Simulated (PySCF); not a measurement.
# C2H3FNSi− (SMILES C#C[Si-](N)F) at HF/def2-QZVP (density fitting with cc-pvdz-jkfit), part 2 of 2

PySCF 2.14.0. Earlier steps stand in the parts before.

### Step 3. The energy at HF/def2-QZVP (density fitting with cc-pvdz-jkfit, SMD chloroform)

Input file run.py:

```python
from pyscf import gto, scf, solvent

mol = gto.Mole()
mol.atom = '''
C    0.021430   1.829390   1.459080
C    0.179790   0.917910   0.681880
Si   0.937090  -0.615300  -0.110320
N   -0.555550  -1.519090  -0.481310
F    1.254150   0.121350  -1.676820
H   -0.177160   2.648170   2.104380
H   -0.382730  -2.376070  -0.992260
H   -1.277010  -1.006350  -0.984630
'''
mol.verbose = 4
mol.basis = 'def2-qzvp'
mol.symmetry = True
mol.max_memory = 1860
mol.charge = -1
mol.build()

mf = scf.RHF(mol)
mf = mf.density_fit(auxbasis='cc-pvdz-jkfit')
mf = mf.SMD()
mf.with_solvent.solvent = 'chloroform'
mf.kernel()

etot = mf.e_tot
print('E(%s) = %.9f' % ('HF', etot))
dip = mf.dip_moment()
pop, q = mf.mulliken_pop()
```

Run with:

```console
OMP_NUM_THREADS=1 python run.py
```

What it wrote:

```text
PySCF version 2.14.0

[INPUT] num. atoms = 8
[INPUT] num. electrons = 46
[INPUT] charge = -1
[INPUT] spin (= nelec alpha-beta = 2S) = 0
[INPUT] symmetry True subgroup None
[INPUT] Mole.unit = angstrom
[INPUT] Symbol           X                Y                Z      unit          X                Y                Z       unit  Magmom
[INPUT]  1 C      0.021430000000   1.829390000000   1.459080000000 AA    0.040496830849   3.457046075018   2.757261593830 Bohr   0.0
[INPUT]  2 C      0.179790000000   0.917910000000   0.681880000000 AA    0.339753859936   1.734598507000   1.288566449818 Bohr   0.0
[INPUT]  3 Si     0.937090000000  -0.615300000000  -0.110320000000 AA    1.770843454069  -1.162748484445  -0.208474586062 Bohr   0.0
[INPUT]  4 N     -0.555550000000  -1.519090000000  -0.481310000000 AA   -1.049837348502  -2.870664058566  -0.909544081014 Bohr   0.0
[INPUT]  5 F      1.254150000000   0.121350000000  -1.676820000000 AA    2.370000019123   0.229318265216  -3.168730560193 Bohr   0.0
[INPUT]  6 H     -0.177160000000   2.648170000000   2.104380000000 AA   -0.334783880228   5.004316031289   3.976701862012 Bohr   0.0
[INPUT]  7 H     -0.382730000000  -2.376070000000  -0.992260000000 AA   -0.723254879655  -4.490121552795  -1.875099644361 Bohr   0.0
[INPUT]  8 H     -1.277010000000  -1.006350000000  -0.984630000000 AA   -2.413199158331  -1.901725885456  -1.860681034030 Bohr   0.0

nuclear repulsion = 193.457142840798
point group symmetry = C1
symmetry origin: [0. 0. 0.]
symmetry axis x: [1. 0. 0.]
symmetry axis y: [0. 1. 0.]
symmetry axis z: [0. 0. 1.]
num. orbitals of irrep A = 388
number of shells = 120
number of NR pGTOs = 512
number of NR cGTOs = 388
basis = def2-qzvp
ecp = {}

******** <class 'pyscf.solvent._attach_solvent.SMDDFRHF'> ********
method = SMDDFRHF
initial guess = minao
damping factor = 0
level_shift factor = 0
DIIS = <class 'pyscf.scf.diis.CDIIS'>
diis_start_cycle = 1
diis_space = 8
diis_damp = 0
SCF conv_tol = 1e-09
SCF conv_tol_grad = None
SCF max_cycles = 50
direct_scf = False
******** <class 'pyscf.solvent.smd.SMD'> ********
sasa_ng = 590
eps = 4.7113
frozen = False
---------- SMD solvent descriptors -------
n     = 1.4459
alpha = 0.15
beta  = 0.02
gamma = 38.39
phi   = 0.0
psi   = 0.75
--------------------- end ----------------
equilibrium_solvation = False
Set gradient conv threshold to 3.16228e-05
Initial guess from minao.
******** <class 'pyscf.df.df.DF'> ********
auxbasis = cc-pvdz-jkfit
SMD E_diel = -0.000316233534245019
CDS correction = 0.002533830031496
Solvent Energy = -0.000316233534245019
init E= -520.613782781485
  HOMO = -0.176905601020096  LUMO = 0.0397715613319747  gap/eV = 5.89609
SMD E_diel = -0.0879081624286272
CDS correction = 0.002533830031496
Solvent Energy = -0.0879081624286272
cycle= 1 E= -520.427640767824  delta_E= 0.186  |g|= 0.622  |ddm|= 2.17
  HOMO = -0.20343256174192  LUMO = 0.139162941280681  gap/eV = 9.32250
SMD E_diel = -0.0780484592856366
CDS correction = 0.002533830031496
Solvent Energy = -0.0780484592856366
cycle= 2 E= -520.498017672962  delta_E= -0.0704  |g|= 0.414  |ddm|= 0.753
  HOMO = -0.223263657167578  LUMO = 0.137476365869592  gap/eV = 9.81624
SMD E_diel = -0.0804027902229948
CDS correction = 0.002533830031496
Solvent Energy = -0.0804027902229948
cycle= 3 E= -520.522972071951  delta_E= -0.025  |g|= 0.0585  |ddm|= 0.249
  HOMO = -0.230227946294818  LUMO = 0.137105382477939  gap/eV = 9.99565
SMD E_diel = -0.0805455133560039
CDS correction = 0.002533830031496
Solvent Energy = -0.0805455133560039
cycle= 4 E= -520.524922006111  delta_E= -0.00195  |g|= 0.0156  |ddm|= 0.156
  HOMO = -0.229763015925727  LUMO = 0.137349853580931  gap/eV = 9.98965
SMD E_diel = -0.0806179231549273
CDS correction = 0.002533830031496
Solvent Energy = -0.0806179231549273
cycle= 5 E= -520.525074420569  delta_E= -0.000152  |g|= 0.00637  |ddm|= 0.054
  HOMO = -0.229787862096202  LUMO = 0.137287547430018  gap/eV = 9.98863
SMD E_diel = -0.080685873934898
CDS correction = 0.002533830031496
Solvent Energy = -0.080685873934898
cycle= 6 E= -520.52509815786  delta_E= -2.37e-05  |g|= 0.00232  |ddm|= 0.0224
  HOMO = -0.229826380980271  LUMO = 0.137273632422063  gap/eV = 9.98930
SMD E_diel = -0.0807260926056546
CDS correction = 0.002533830031496
Solvent Energy = -0.0807260926056546
cycle= 7 E= -520.525103120847  delta_E= -4.96e-06  |g|= 0.00079  |ddm|= 0.0135
  HOMO = -0.229806151516811  LUMO = 0.137276245211521  gap/eV = 9.98882
SMD E_diel = -0.0807363427228978
CDS correction = 0.002533830031496
Solvent Energy = -0.0807363427228978
cycle= 8 E= -520.5251037817  delta_E= -6.61e-07  |g|= 0.000298  |ddm|= 0.0053
  HOMO = -0.229787647984026  LUMO = 0.137274037701727  gap/eV = 9.98826
SMD E_diel = -0.0807386300131052
CDS correction = 0.002533830031496
Solvent Energy = -0.0807386300131052
cycle= 9 E= -520.525103895705  delta_E= -1.14e-07  |g|= 0.000136  |ddm|= 0.00195
  HOMO = -0.229785850650202  LUMO = 0.137273813168772  gap/eV = 9.98820
SMD E_diel = -0.0807394629366891
CDS correction = 0.002533830031496
Solvent Energy = -0.0807394629366891
cycle= 10 E= -520.525103926822  delta_E= -3.11e-08  |g|= 6.15e-05  |ddm|= 0.000687
  HOMO = -0.229779332100961  LUMO = 0.137274902958825  gap/eV = 9.98805
SMD E_diel = -0.0807390109843688
CDS correction = 0.002533830031496
Solvent Energy = -0.0807390109843688
cycle= 11 E= -520.525103933458  delta_E= -6.64e-09  |g|= 2.95e-05  |ddm|= 0.000158
  HOMO = -0.229780969525123  LUMO = 0.137274911040661  gap/eV = 9.98810
SMD E_diel = -0.0807393123314681
CDS correction = 0.002533830031496
Solvent Energy = -0.0807393123314681
cycle= 12 E= -520.525103934546  delta_E= -1.09e-09  |g|= 1.35e-05  |ddm|= 8.51e-05
  HOMO = -0.229780993342715  LUMO = 0.137275059853351  gap/eV = 9.98810
SMD E_diel = -0.0807390813426547
CDS correction = 0.002533830031496
Solvent Energy = -0.0807390813426547
cycle= 13 E= -520.525103934775  delta_E= -2.29e-10  |g|= 4.24e-06  |ddm|= 4.66e-05
  HOMO = -0.229781021382095  LUMO = 0.137275067027985  gap/eV = 9.98810
SMD E_diel = -0.0807391018524871
CDS correction = 0.002533830031496
Solvent Energy = -0.0807391018524871
Extra cycle  E= -520.525103934785  delta_E= -9.78e-12  |g|= 2.23e-06  |ddm|= 7.19e-06
converged SCF energy = -520.525103934785
E(HF) = -520.525103935

WARN: System has nonzero charge -1; the dipole moment is origin-dependent.
Location of origin: [0. 0. 0.]

Dipole moment(X, Y, Z, Debye): -5.34323,  1.78968,  0.68874
 ** Mulliken pop  **
pop of  0 C 1s            1.03174
pop of  0 C 2s            0.00241
pop of  0 C 3s            0.69737
pop of  0 C 4s            0.23519
pop of  0 C 5s            0.36390
pop of  0 C 6s            0.69232
pop of  0 C 7s            0.21551
pop of  0 C 2px           0.21907
pop of  0 C 2py           0.28523
pop of  0 C 2pz           0.25686
pop of  0 C 3px           0.33820
pop of  0 C 3py           0.39316
pop of  0 C 3pz           0.36977
pop of  0 C 4px           0.34609
pop of  0 C 4py           0.25312
pop of  0 C 4pz           0.28134
pop of  0 C 5px           0.11431
pop of  0 C 5py           0.05076
pop of  0 C 5pz           0.08156
pop of  0 C 3dxy          0.00046
pop of  0 C 3dyz          0.00134
pop of  0 C 3dz^2         0.00058
pop of  0 C 3dxz          0.00036
pop of  0 C 3dx2-y2       0.00064
pop of  0 C 4dxy          0.00542
pop of  0 C 4dyz          0.00720
pop of  0 C 4dz^2         0.00662
pop of  0 C 4dxz          0.00397
pop of  0 C 4dx2-y2       0.00497
pop of  0 C 5dxy          0.00785
pop of  0 C 5dyz          0.00034
pop of  0 C 5dz^2         0.00969
pop of  0 C 5dxz          0.00614
pop of  0 C 5dx2-y2       0.00459
pop of  0 C 4f-3          0.00019
pop of  0 C 4f-2          0.00035
pop of  0 C 4f-1          0.00051
pop of  0 C 4f+0          0.00023
pop of  0 C 4f+1          0.00005
pop of  0 C 4f+2          0.00050
pop of  0 C 4f+3          0.00018
pop of  0 C 5f-3          0.00063
pop of  0 C 5f-2          0.00152
pop of  0 C 5f-1          0.00180
pop of  0 C 5f+0          0.00074
pop of  0 C 5f+1          0.00025
pop of  0 C 5f+2          0.00082
pop of  0 C 5f+3          0.00080
pop of  0 C 5g-4          0.00006
pop of  0 C 5g-3          0.00011
pop of  0 C 5g-2          0.00011
pop of  0 C 5g-1          0.00029
pop of  0 C 5g+0          0.00002
pop of  0 C 5g+1          0.00001
pop of  0 C 5g+2          0.00010
pop of  0 C 5g+3          0.00019
pop of  0 C 5g+4          0.00005
pop of  1 C 1s            1.03249
pop of  1 C 2s            0.00252
pop of  1 C 3s            0.69737
pop of  1 C 4s            0.23401
pop of  1 C 5s            0.36417
pop of  1 C 6s            0.78118
pop of  1 C 7s            0.29428
pop of  1 C 2px           0.19824
pop of  1 C 2py           0.28405
pop of  1 C 2pz           0.25053
pop of  1 C 3px           0.31249
pop of  1 C 3py           0.39201
pop of  1 C 3pz           0.35562
pop of  1 C 4px           0.30286
pop of  1 C 4py           0.25065
pop of  1 C 4pz           0.27491
pop of  1 C 5px           0.08829
pop of  1 C 5py           0.01999
pop of  1 C 5pz           0.05231
pop of  1 C 3dxy          0.00064
pop of  1 C 3dyz          0.00131
pop of  1 C 3dz^2         0.00080
pop of  1 C 3dxz          0.00044
pop of  1 C 3dx2-y2       0.00065
pop of  1 C 4dxy          0.00636
pop of  1 C 4dyz          0.00565
pop of  1 C 4dz^2         0.00739
pop of  1 C 4dxz          0.00399
pop of  1 C 4dx2-y2       0.00390
pop of  1 C 5dxy          0.00388
pop of  1 C 5dyz          0.00681
pop of  1 C 5dz^2         0.00669
pop of  1 C 5dxz          0.00428
pop of  1 C 5dx2-y2       0.00338
pop of  1 C 4f-3          0.00013
pop of  1 C 4f-2          0.00029
pop of  1 C 4f-1          0.00038
pop of  1 C 4f+0          0.00016
pop of  1 C 4f+1          0.00004
pop of  1 C 4f+2          0.00027
pop of  1 C 4f+3          0.00016
pop of  1 C 5f-3          0.00095
pop of  1 C 5f-2          0.00163
pop of  1 C 5f-1          0.00217
pop of  1 C 5f+0          0.00057
pop of  1 C 5f+1          0.00036
pop of  1 C 5f+2          0.00053
pop of  1 C 5f+3          0.00095
pop of  1 C 5g-4          0.00004
pop of  1 C 5g-3          0.00007
pop of  1 C 5g-2          0.00006
pop of  1 C 5g-1          0.00016
pop of  1 C 5g+0          0.00002
pop of  1 C 5g+1          0.00001
pop of  1 C 5g+2          0.00007
pop of  1 C 5g+3          0.00011
pop of  1 C 5g+4          0.00002
pop of  2 Si 1s           1.68575
pop of  2 Si 2s           0.00917
pop of  2 Si 3s           0.25217
pop of  2 Si 4s           0.36658
pop of  2 Si 5s           1.06234
pop of  2 Si 6s           0.57237
pop of  2 Si 7s           0.34326
pop of  2 Si 8s           0.77423
pop of  2 Si 9s           0.53006
pop of  2 Si 2px          1.83472
pop of  2 Si 2py          1.82940
pop of  2 Si 2pz          1.82611
pop of  2 Si 3px         -0.00295
pop of  2 Si 3py         -0.00186
pop of  2 Si 3pz         -0.00116
pop of  2 Si 4px          0.18303
pop of  2 Si 4py          0.18023
pop of  2 Si 4pz          0.17982
pop of  2 Si 5px          0.30917
pop of  2 Si 5py          0.24348
pop of  2 Si 5pz          0.19260
pop of  2 Si 6px          0.30722
pop of  2 Si 6py          0.15712
pop of  2 Si 6pz          0.11545
pop of  2 Si 7px          0.17097
pop of  2 Si 7py          0.06836
pop of  2 Si 7pz          0.04433
pop of  2 Si 3dxy         0.00091
pop of  2 Si 3dyz         0.00076
pop of  2 Si 3dz^2        0.00062
pop of  2 Si 3dxz         0.00051
pop of  2 Si 3dx2-y2      0.00040
pop of  2 Si 4dxy         0.02359
pop of  2 Si 4dyz         0.02125
pop of  2 Si 4dz^2        0.01846
pop of  2 Si 4dxz         0.01417
pop of  2 Si 4dx2-y2      0.01129
pop of  2 Si 5dxy         0.04472
pop of  2 Si 5dyz         0.03971
pop of  2 Si 5dz^2        0.02942
pop of  2 Si 5dxz         0.02535
pop of  2 Si 5dx2-y2      0.02211
pop of  2 Si 6dxy         0.01879
pop of  2 Si 6dyz         0.00817
pop of  2 Si 6dz^2        0.00698
pop of  2 Si 6dxz         0.00727
pop of  2 Si 6dx2-y2      0.00428
pop of  2 Si 4f-3         0.00526
pop of  2 Si 4f-2         0.00578
pop of  2 Si 4f-1         0.00624
pop of  2 Si 4f+0         0.00776
pop of  2 Si 4f+1         0.00433
pop of  2 Si 4f+2         0.00374
pop of  2 Si 4f+3         0.00389
pop of  2 Si 5f-3         0.00437
pop of  2 Si 5f-2         0.00506
pop of  2 Si 5f-1         0.00636
pop of  2 Si 5f+0         0.00656
pop of  2 Si 5f+1         0.00441
pop of  2 Si 5f+2         0.00354
pop of  2 Si 5f+3         0.00365
pop of  2 Si 5g-4         0.00117
pop of  2 Si 5g-3         0.00111
pop of  2 Si 5g-2         0.00173
pop of  2 Si 5g-1         0.00184
pop of  2 Si 5g+0         0.00234
pop of  2 Si 5g+1         0.00148
pop of  2 Si 5g+2         0.00162
pop of  2 Si 5g+3         0.00103
pop of  2 Si 5g+4         0.00105
pop of  3 N 1s            1.05232
pop of  3 N 2s            0.00279
pop of  3 N 3s            0.68925
pop of  3 N 4s            0.22421
pop of  3 N 5s            0.38383
pop of  3 N 6s            0.90481
pop of  3 N 7s            0.33060
pop of  3 N 2px           0.31101
pop of  3 N 2py           0.29348
pop of  3 N 2pz           0.33998
pop of  3 N 3px           0.45537
pop of  3 N 3py           0.43090
pop of  3 N 3pz           0.48698
pop of  3 N 4px           0.43645
pop of  3 N 4py           0.39986
pop of  3 N 4pz           0.50147
pop of  3 N 5px           0.14434
pop of  3 N 5py           0.10649
pop of  3 N 5pz           0.23670
pop of  3 N 3dxy          0.00020
pop of  3 N 3dyz          0.00038
pop of  3 N 3dz^2         0.00002
pop of  3 N 3dxz          0.00019
pop of  3 N 3dx2-y2       0.00018
pop of  3 N 4dxy          0.00250
pop of  3 N 4dyz          0.00383
pop of  3 N 4dz^2         0.00041
pop of  3 N 4dxz          0.00220
pop of  3 N 4dx2-y2       0.00188
pop of  3 N 5dxy          0.00445
pop of  3 N 5dyz          0.00626
pop of  3 N 5dz^2         0.00090
pop of  3 N 5dxz          0.00425
pop of  3 N 5dx2-y2       0.00242
pop of  3 N 4f-3          0.00005
pop of  3 N 4f-2          0.00007
pop of  3 N 4f-1          0.00000
pop of  3 N 4f+0          0.00007
pop of  3 N 4f+1          0.00001
pop of  3 N 4f+2          0.00008
pop of  3 N 4f+3          0.00002
pop of  3 N 5f-3          0.00051
pop of  3 N 5f-2          0.00038
pop of  3 N 5f-1          0.00008
pop of  3 N 5f+0          0.00046
pop of  3 N 5f+1          0.00023
pop of  3 N 5f+2          0.00044
pop of  3 N 5f+3          0.00014
pop of  3 N 5g-4          0.00002
pop of  3 N 5g-3          0.00004
pop of  3 N 5g-2          0.00001
pop of  3 N 5g-1          0.00001
pop of  3 N 5g+0          0.00001
pop of  3 N 5g+1          0.00001
pop of  3 N 5g+2          0.00001
pop of  3 N 5g+3          0.00001
pop of  3 N 5g+4          0.00002
pop of  4 F 1s            1.15599
pop of  4 F 2s            0.01411
pop of  4 F 3s            0.63513
pop of  4 F 4s            0.17054
pop of  4 F 5s            0.51545
pop of  4 F 6s            1.02754
pop of  4 F 7s            0.42740
pop of  4 F 2px           0.52798
pop of  4 F 2py           0.51781
pop of  4 F 2pz           0.48201
pop of  4 F 3px           0.63596
pop of  4 F 3py           0.62749
pop of  4 F 3pz           0.59700
pop of  4 F 4px           0.58277
pop of  4 F 4py           0.57636
pop of  4 F 4pz           0.55819
pop of  4 F 5px           0.19580
pop of  4 F 5py           0.19192
pop of  4 F 5pz           0.17105
pop of  4 F 3dxy          0.00000
pop of  4 F 3dyz          0.00002
pop of  4 F 3dz^2         0.00002
pop of  4 F 3dxz          0.00001
pop of  4 F 3dx2-y2       0.00000
pop of  4 F 4dxy          0.00004
pop of  4 F 4dyz          0.00030
pop of  4 F 4dz^2         0.00033
pop of  4 F 4dxz          0.00016
pop of  4 F 4dx2-y2       0.00004
pop of  4 F 5dxy          0.00045
pop of  4 F 5dyz          0.00186
pop of  4 F 5dz^2         0.00219
pop of  4 F 5dxz          0.00142
pop of  4 F 5dx2-y2       0.00032
pop of  4 F 4f-3          0.00000
pop of  4 F 4f-2          0.00000
pop of  4 F 4f-1          0.00000
pop of  4 F 4f+0          0.00000
pop of  4 F 4f+1          0.00000
pop of  4 F 4f+2          0.00000
pop of  4 F 4f+3          0.00000
pop of  4 F 5f-3          0.00001
pop of  4 F 5f-2          0.00005
pop of  4 F 5f-1          0.00013
pop of  4 F 5f+0          0.00011
pop of  4 F 5f+1          0.00008
pop of  4 F 5f+2          0.00004
pop of  4 F 5f+3          0.00001
pop of  4 F 5g-4          0.00000
pop of  4 F 5g-3          0.00000
pop of  4 F 5g-2          0.00000
pop of  4 F 5g-1          0.00000
pop of  4 F 5g+0          0.00000
pop of  4 F 5g+1          0.00000
pop of  4 F 5g+2          0.00000
pop of  4 F 5g+3          0.00000
pop of  4 F 5g+4          0.00000
pop of  5 H 1s            0.11926
pop of  5 H 2s            0.33527
pop of  5 H 3s            0.29174
pop of  5 H 4s            0.03503
pop of  5 H 2px           0.00031
pop of  5 H 2py           0.00141
pop of  5 H 2pz           0.00096
pop of  5 H 3px           0.00315
pop of  5 H 3py           0.00656
pop of  5 H 3pz           0.00537
pop of  5 H 4px           0.00965
pop of  5 H 4py           0.00655
pop of  5 H 4pz           0.00899
pop of  5 H 3dxy          0.00009
pop of  5 H 3dyz          0.00021
pop of  5 H 3dz^2         0.00009
pop of  5 H 3dxz          0.00006
pop of  5 H 3dx2-y2       0.00011
pop of  5 H 4dxy          0.00097
pop of  5 H 4dyz          0.00029
pop of  5 H 4dz^2         0.00125
pop of  5 H 4dxz          0.00060
pop of  5 H 4dx2-y2       0.00055
pop of  5 H 4f-3          0.00004
pop of  5 H 4f-2          0.00007
pop of  5 H 4f-1          0.00010
pop of  5 H 4f+0          0.00002
pop of  5 H 4f+1          0.00001
pop of  5 H 4f+2          0.00002
pop of  5 H 4f+3          0.00004
pop of  6 H 1s            0.12198
pop of  6 H 2s            0.33722
pop of  6 H 3s            0.25783
pop of  6 H 4s            0.02734
pop of  6 H 2px           0.00056
pop of  6 H 2py           0.00221
pop of  6 H 2pz           0.00116
pop of  6 H 3px           0.00552
pop of  6 H 3py           0.01023
pop of  6 H 3pz           0.00794
pop of  6 H 4px           0.01183
pop of  6 H 4py           0.00329
pop of  6 H 4pz           0.01516
pop of  6 H 3dxy          0.00019
pop of  6 H 3dyz          0.00037
pop of  6 H 3dz^2         0.00014
pop of  6 H 3dxz          0.00007
pop of  6 H 3dx2-y2       0.00029
pop of  6 H 4dxy          0.00217
pop of  6 H 4dyz          0.00112
pop of  6 H 4dz^2         0.00213
pop of  6 H 4dxz          0.00086
pop of  6 H 4dx2-y2       0.00089
pop of  6 H 4f-3          0.00008
pop of  6 H 4f-2          0.00011
pop of  6 H 4f-1          0.00023
pop of  6 H 4f+0          0.00002
pop of  6 H 4f+1          0.00001
pop of  6 H 4f+2          0.00006
pop of  6 H 4f+3          0.00011
pop of  7 H 1s            0.12076
pop of  7 H 2s            0.33524
pop of  7 H 3s            0.24664
pop of  7 H 4s            0.04599
pop of  7 H 2px           0.00170
pop of  7 H 2py           0.00103
pop of  7 H 2pz           0.00109
pop of  7 H 3px           0.00942
pop of  7 H 3py           0.00614
pop of  7 H 3pz           0.00761
pop of  7 H 4px           0.00516
pop of  7 H 4py           0.00769
pop of  7 H 4pz           0.01610
pop of  7 H 3dxy          0.00027
pop of  7 H 3dyz          0.00016
pop of  7 H 3dz^2         0.00014
pop of  7 H 3dxz          0.00026
pop of  7 H 3dx2-y2       0.00022
pop of  7 H 4dxy          0.00068
pop of  7 H 4dyz          0.00112
pop of  7 H 4dz^2         0.00165
pop of  7 H 4dxz          0.00080
pop of  7 H 4dx2-y2       0.00204
pop of  7 H 4f-3          0.00006
pop of  7 H 4f-2          0.00006
pop of  7 H 4f-1          0.00006
pop of  7 H 4f+0          0.00002
pop of  7 H 4f+1          0.00014
pop of  7 H 4f+2          0.00011
pop of  7 H 4f+3          0.00013
 ** Mulliken atomic charges  **
charge of    0C =     -0.29762
charge of    1C =     -0.25331
charge of    2Si =      0.38495
charge of    3N =     -0.76359
charge of    4F =     -0.61806
charge of    5H =      0.17123
charge of    6H =      0.18890
charge of    7H =      0.18751
```

Wall time 15 min (1 thread of Intel Xeon at 2.50GHz (Skylake/Cascade Lake), shared host); peak memory 2.7 GiB.

### Step 4. Results

This closing draws on all 2 parts.

At HF/def2-QZVP (density fitting with cc-pvdz-jkfit):

| quantity | value |
| --- | --- |
| gas phase: total energy | -520.44987 Eh |
| gas phase: HOMO energy | -2.52 eV |
| gas phase: LUMO energy | 6.37 eV |
| gas phase: HOMO–LUMO gap (to an unbound level, set by the basis) | 8.90 eV |
| SMD, chloroform: total energy | -520.52510 Eh |
| SMD, chloroform: HOMO energy | -6.25 eV |
| SMD, chloroform: LUMO energy | 3.74 eV |
| SMD, chloroform: HOMO–LUMO gap (to an unbound level, set by the basis) | 9.99 eV |
| SMD, chloroform: solvent term in the energy | -212.0 kJ/mol |
| energy change from gas to solvent at fixed shape | -2.047 eV |

In words: The solvent model (SMD, chloroform) lowers the energy by 2.05 eV (−47 kcal/mol) at the same shape. Mulliken charges (gas phase) run from -0.71 on N4 to +0.41 on Si3; in a basis this large or diffuse they mean little. Mulliken charges (SMD, chloroform) run from -0.76 on N4 to +0.39 on Si3; in a basis this large or diffuse they mean little.
